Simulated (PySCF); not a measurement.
**[Nd(NH2)4]−: forces at shaken geometries**

How stiff is [Nd(NH2)4]−? Its atoms are displaced at random by several amounts. The structure is generated, not taken from experiment.

Computed with PySCF 2.14.0. Level: BP86, Nd lcecp-1-SVP with ECP49, N def2-SVP, H def2-SVP; scalar-relativistic core potentials, no spin–orbit coupling.

2 further runs of the same task are left out: 2 for a known fault of the program.

## (1) Starting geometry

13 atoms, charge -1, spin multiplicity 1.

Bond lengths: Nd1–N2 2.329 Å, Nd1–N5 2.329 Å, Nd1–N8 2.329 Å, Nd1–N11 2.329 Å, N2–H3 1.034 Å, N2–H4 1.032 Å, N5–H6 1.032 Å, N5–H7 1.034 Å, N8–H9 1.032 Å, N8–H10 1.034 Å, N11–H12 1.034 Å, N11–H13 1.032 Å. Angles: N2–Nd1–N5 111.2°, N2–Nd1–N8 106.1°, N2–Nd1–N11 111.2°, N5–Nd1–N8 111.2°, N5–Nd1–N11 106.0°, N8–Nd1–N11 111.2°, Nd1–N2–H3 122.0°, Nd1–N2–H4 132.7°, H3–N2–H4 104.9°, Nd1–N5–H6 132.8°, Nd1–N5–H7 121.9°, H6–N5–H7 104.9°, Nd1–N8–H9 132.7°, Nd1–N8–H10 122.0°, H9–N8–H10 104.9°, Nd1–N11–H12 121.9°, Nd1–N11–H13 132.8°, H12–N11–H13 104.9°.

As a file:

```
atom     x (Å)     y (Å)     z (Å)
 Nd1   0.00031   0.00000   0.00000
  N2   1.40104   1.37102   1.25777
  H3   2.27892   1.02083   1.67610
  H4   1.40500   2.38597   1.44395
  N5  -1.40078  -1.25792   1.37059
  H6  -1.40661  -1.44448   2.38538
  H7  -2.27773  -1.67692   1.01814
  N8   1.40104  -1.37102  -1.25777
  H9   1.40500  -2.38597  -1.44395
 H10   2.27892  -1.02083  -1.67610
 N11  -1.40078   1.25792  -1.37059
 H12  -2.27773   1.67692  -1.01814
 H13  -1.40661   1.44448  -2.38538
```

Formal oxidation states: Nd +3. Each metal's 3 4f electrons lie in its core potential, so multiplicities, spins and levels count the valence alone. An earlier session relaxed this geometry at BP86, Nd lcecp-1-SVP with ECP49, N def2-SVP, H def2-SVP (singlet, point group S4).

Its energy there is -257.786004 Eh.

## (2) Atoms moved at random, σ = 0.03 Å

Contents of run.py (the lines that set the calculation):

```python
mol = gto.M(atom='''
Nd     0.01024     0.00378     0.02011
N      1.40051     1.45385     1.27352
H      2.28317     0.99315     1.71185
H      1.39125     2.36369     1.48673
N     -1.47121    -1.23737     1.35674
H     -1.40920    -1.44301     2.38203
H     -2.23060    -1.69596     0.99546
N      1.39382    -1.37098    -1.26334
H      1.39803    -2.43354    -1.46410
H      2.29951    -1.02277    -1.71396
N     -1.35121     1.26587    -1.42546
H     -2.27219     1.69749    -1.00478
H     -1.44212     1.42579    -2.35479''',
    basis={'Nd': 'lcecp-1-SVP', 'N': 'def2-SVP', 'H': 'def2-SVP'},
    ecp={'Nd': 'lcecp-1-SVP'},
    charge=-1, spin=0)
mf = dft.RKS(mol, xc='B88,P86')
mf.grids.atom_grid = (50, 194)  # f atoms: unpruned, at least (60, 302)
mf = mf.density_fit()  # fitting sets: Nd AutoAux, N def2-universal-JKFIT, H def2-universal-JKFIT
mf.conv_tol = 1e-08; mf.max_cycle = 55
mf.kernel(dm0)  # dm0: the density of the relaxed state
```

Command:

```console
$ OMP_NUM_THREADS=2 python run.py
```

## (3) Atoms moved at random, σ = 0.06 Å

Contents of run.py (the lines that set the calculation):

```python
mol = gto.M(atom='''
Nd    -0.10770     0.04005     0.01514
N      1.40032     1.37108     1.26821
H      2.35193     1.02205     1.76106
H      1.38130     2.43509     1.33686
N     -1.39072    -1.25166     1.30419
H     -1.37768    -1.38996     2.37169
H     -2.25264    -1.60313     0.94946
N      1.35760    -1.35780    -1.31917
H      1.35644    -2.46093    -1.41321
H      2.30886    -0.99945    -1.60238
N     -1.42903     1.18535    -1.31081
H     -2.31176     1.70424    -0.98142
H     -1.28693     1.30505    -2.37961''',
    basis={'Nd': 'lcecp-1-SVP', 'N': 'def2-SVP', 'H': 'def2-SVP'},
    ecp={'Nd': 'lcecp-1-SVP'},
    charge=-1, spin=0)
mf = dft.RKS(mol, xc='B88,P86')
mf.grids.atom_grid = (50, 194)  # f atoms: unpruned, at least (60, 302)
mf = mf.density_fit()  # fitting sets: Nd AutoAux, N def2-universal-JKFIT, H def2-universal-JKFIT
mf.conv_tol = 1e-08; mf.max_cycle = 55
mf.kernel(dm0)  # dm0: the density of the relaxed state
```

## (4) Atoms moved at random, σ = 0.06 Å

Contents of run.py (the lines that set the calculation):

```python
mol = gto.M(atom='''
Nd    -0.12177     0.08317    -0.03560
N      1.48098     1.40239     1.26835
H      2.27774     1.08001     1.71638
H      1.48203     2.26464     1.45844
N     -1.42419    -1.27147     1.38705
H     -1.41495    -1.44281     2.35621
H     -2.23545    -1.69095     1.00642
N      1.40129    -1.20991    -1.33250
H      1.32747    -2.46313    -1.41765
H      2.31969    -1.07183    -1.69538
N     -1.45428     1.20627    -1.30530
H     -2.25729     1.64641    -0.96579
H     -1.38128     1.46721    -2.44062''',
    basis={'Nd': 'lcecp-1-SVP', 'N': 'def2-SVP', 'H': 'def2-SVP'},
    ecp={'Nd': 'lcecp-1-SVP'},
    charge=-1, spin=0)
mf = dft.RKS(mol, xc='B88,P86')
mf.grids.atom_grid = (50, 194)  # f atoms: unpruned, at least (60, 302)
mf = mf.density_fit()  # fitting sets: Nd AutoAux, N def2-universal-JKFIT, H def2-universal-JKFIT
mf.conv_tol = 1e-08; mf.max_cycle = 55
mf.kernel(dm0)  # dm0: the density of the relaxed state
```

Q: Predict the outcome of this session. Wanted: for each run, σ; energy rise; harmonic estimate −½ F·u; largest force component.

**Answer**, as computed:

| σ (Å) | energy rise (eV) | harmonic estimate −½ F·u (eV) | largest force component (eV/Å) |
| --- | --- | --- | --- |
| 0.03 | 0.780 | 0.809 | 6.47 |
| 0.06 | 0.723 | 0.725 | 2.68 |
| 0.06 | 2.165 | 2.133 | 9.86 |

Every displacement raises the energy. For a harmonic well the rise equals −½ F·u; the two differ by at most 4 % here (a move with σ = 0.03 Å), from anharmonicity, the grid and the small forces left at the relaxed point. The bases are small and lack diffuse functions. Spin–orbit coupling is left out.
